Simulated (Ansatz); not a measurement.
Geometry optimisation, DFT PBE, scalar-relativistic, plane waves, PAW (Ansatz 0.2.0).

input.yaml

```yaml
crystal:
  lattice:
    - [-2.29, -3.966396, 0.0]
    - [3.435, -1.983198, 0.0]
    - [0.0, 0.0, 7.17686]
  atoms:
    - { symbol: Be, position: [0.75, 0.5, 0.0] }
    - { symbol: Be, position: [0.5, 0.3333333, 0.25] }
    - { symbol: Be, position: [0.75, 0.5, 0.5] }
    - { symbol: Be, position: [0.5, 0.3333333, 0.75] }
    - { symbol: Be, position: [0.5, 0.0, 0.0] }
    - { symbol: Be, position: [0.25, 0.8333333, 0.25] }
    - { symbol: Be, position: [0.5, 0.0, 0.5] }
    - { symbol: Be, position: [0.25, 0.8333333, 0.75] }
    - { symbol: Be, position: [0.25, 0.5, 0.0] }
    - { symbol: Be, position: [0.0, 0.3333333, 0.25] }
    - { symbol: Be, position: [0.25, 0.5, 0.5] }
    - { symbol: Be, position: [0.0, 0.3333333, 0.75] }
    - { symbol: Be, position: [0.0, 0.0, 0.0] }
    - { symbol: Be, position: [0.75, 0.8333333, 0.25] }
    - { symbol: Be, position: [0.0, 0.0, 0.5] }
    - { symbol: Be, position: [0.75, 0.8333333, 0.75] }
    - { symbol: "N", position: [0.2527075, 0.1690616, 0.6257222] }
basis:
  ecutwfc: 420.0
kpoints:
  mp_grid: { grid: [5, 6, 4] }
hamiltonian:
  xc: pbe
scf:
  occupations: { method: fermi_dirac, width: 0.1 }
  lower_state_search: "off"
relax:
  f_tol: 0.03
  max_steps: 60
  adjacent_minimum: "off"
```

Command:

```bash
$ ansatz run input.yaml --threads 2 --pin off --max-ram 5120MiB --backend cpu --events-out ev --progress --plain --runs-dir out
```

Q: Where does it end, and by what steps?

A: It converged. Limits of this set-up: coarse k mesh, odd electron count without spin, a small cell, in which the defect meets its images, a typed lattice constant that wasn't relaxed here. After 4 steps the energy has fallen by 0.511 eV; Be3 moved furthest, 0.15 Å.

```tsv
step	energy less start (eV)	largest force component (eV/Å)	accepted
0	0.0000	1.152	yes
1	-0.3744	0.724	yes
2	-0.5049	0.146	yes
3	-0.5092	0.076	yes
4	-0.5114	0.019	yes
```

```xyz
17
Lattice="-2.2900 -3.9664 0.0000 3.4350 -1.9832 0.0000 0.0000 0.0000 7.1769" Properties=species:S:1:pos:R:3
Be -0.012 -3.960 0.047
Be -0.001 -2.664 1.762
Be 0.118 -4.036 3.527
Be -0.037 -2.687 5.433
Be -1.161 -1.995 0.033
Be 2.299 -2.650 1.746
Be -1.163 -2.037 3.539
Be 2.329 -2.668 5.489
Be 1.136 -1.979 0.049
Be 1.161 -0.651 1.762
Be 1.106 -1.962 3.483
Be 1.163 -0.608 5.433
Be 0.001 0.018 0.033
Be 1.157 -4.635 1.748
Be 0.037 0.041 3.539
Be 1.027 -4.560 5.445
N 0.001 -1.324 4.486
```

Whether the end is a true minimum wasn't checked by a vibrational analysis.

Time of the run: 18 s on 2 threads of Intel(R) Xeon(R) 6975P-C (Granite Rapids), on a shared host, peak memory 0.57 GiB.
